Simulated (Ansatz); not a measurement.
A run of Ansatz 0.2.0 is set up as follows.

File input:

```
crystal:
  lattice:
    - [3.0322239879, 0.0, 0.0]
    - [-1.516111994, 2.6259830035, 0.0]
    - [0.0, 0.0, 7.524137]
  atoms:
    - { symbol: Ta, position: [0.6666666667, 0.3333333333, 0.82607] }
    - { symbol: Ta, position: [0.3333333333, 0.6666666667, 0.17393] }
    - { symbol: Ta, position: [0.0, 0.0, 0.5] }
    - { symbol: "N", position: [0.0, 0.0, 0.0] }
hamiltonian:
  xc: pbe0
  pseudopotentials: { kind: paw }
kpoints:
  mp_grid: { grid: [6, 6, 2] }
scf:
  occupations: { method: fermi_dirac, width: 0.05 }
output:
  forces: true
  stress: true
  eigenvalues: true
  write_density: true
  write_potential: true
  elf: true
  volumetric_format: npy
relax:
  f_tol: 0.01
  max_steps: 40
  cell: { stress_tol: 0.05 }
```

Problem. What does it give for the relaxed cell?

Solution. a = 3.006 Å, b = 3.006 Å, c = 7.544 Å, α = 90.00°, β = 90.00°, γ = 120.00°.

Problem. Estimate the relaxed volume.

Solution. 14.76 Å³/atom.

Problem. Estimate the band gap on the k mesh.

Solution. None (metal or under the smearing width).

Problem. Estimate the space group after relaxing (to 0.05 Å).

Solution. P-3m1 (No. 164).

Step by step:
| step | energy change (eV) | largest force (eV/Å) | volume (Å³) |
| --- | --- | --- | --- |
| 1 | 0.0000 | 0.5252 | 59.91 |
| 2 | -0.0233 | 0.1950 | 59.01 |
| 3 | -0.0270 | 0.0807 | 59.07 |
| 4 | -0.0274 | 0.0002 | 59.06 |
| 5 | -0.0264 | 0.0003 | 59.06 |
| 6 | -0.0264 | 0.0002 | 59.05 |
| 7 | -0.0264 | 0.0001 | 59.05 |

Caveat: the k mesh is coarse (spacing up to 0.42 Å⁻¹), so the values aren't converged, least of all with exact exchange; the plane-wave basis is chosen anew once the cell has moved, so the energies of steps on either side of that aren't comparable; the PAW data sets come from PBE, with cores solved anew for the run's functional, which leaves a small shift of forces and pressure. The run has no spin-orbit coupling, so splittings on Ta are missing.
